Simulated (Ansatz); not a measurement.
**CHGaP (quartet): from Hartree-Fock to the top rungs, cc-pVDZ**

One table from this session's results is given with a row withheld; the runs are named, their logs left out.

Computed with Ansatz 0.2.0, Gaussian basis. Level: cc-pVDZ, core rule «outside noble gas», up to 20 orbitals frozen.

To be run: UHF; CCSD(T) on ROHF; BCCD(T) on ROHF; CISD; CCSDT(Q) on ROHF; CCSDT(Q) on UHF.

38 further runs of the same task are left out: 24 that didn't finish, 14 set aside as unsound or not needed.

**What is computed**

The geometry is a PBE0/def2-TZVP stationary point (not a proven minimum). No spin-orbit coupling is included. The filled d shell of Ga may be among the frozen orbitals whatever the setting's name suggests; the logs give the count.

4 atoms, charge 0, spin multiplicity 4.

Atoms are counted from 1 here; the program's logs count them from 0.

Bond lengths: C1–Ga2 1.919 Å, Ga2–P3 2.354 Å, P3–H4 1.429 Å. Angles: C1–Ga2–P3 175.6°, Ga2–P3–H4 88.6°.

The first run:

in.yaml reads:

```yaml
crystal:
  periodic: [false, false, false]
  atoms:
    - {symbol: C, position_ang: [0.000000, -0.027223, 2.377316]}
    - {symbol: Ga, position_ang: [0.000000, 0.025735, 0.458810]}
    - {symbol: P, position_ang: [0.000000, -0.090891, -1.891916]}
    - {symbol: H, position_ang: [0.000000, 1.337284, -1.927775]}
basis:
  gaussian: {orbitals: cc-pVDZ}
magnetization: {spin_polarized: true, initial_magnetization: 3}
hamiltonian: {xc: hf}
output: {orbitals: {seedname: orbitals}}
```

Run with:

```bash
$ ansatz run in.yaml --threads 1 --pin off --events-out ev --progress --plain --max-ram 2393MiB
```

Steps of the session up to this table: UHF; CCSD(T) on ROHF; BCCD(T) on ROHF; CISD; CCSDT(Q) on ROHF; CCSDT(Q) on UHF.

One of the session's tables, all rows but one given; the rest of the session is left out.

```
   method  from RCCSDT(Q) (meV)
     ROHF               +7795.5
     RMP2                     ?
    RCCSD                +453.9
 RCCSD(T)                +106.2
  BCCD(T)                +107.1
   RCCSDT                 +34.6
RCCSDT(Q)                     0
```

**Question.** Estimate the row for RMP2.

**Answer.** from RCCSDT(Q) (meV): +1626.4. In the column «from RCCSDT(Q) (meV)» it lies between RCCSD (+453.9) and ROHF (+7795.5).

Not comparable, so not listed: CISD; CCSDT(Q) on UHF (they don't share determinant, frozen orbitals or solution with the rows shown, or repeat one).

With the free atoms at the same levels and basis (separate runs), the atomisation energy is 6.444 eV at RCCSDT(Q), 6.363 eV at RCCSD(T), 4.308 eV at ROHF.
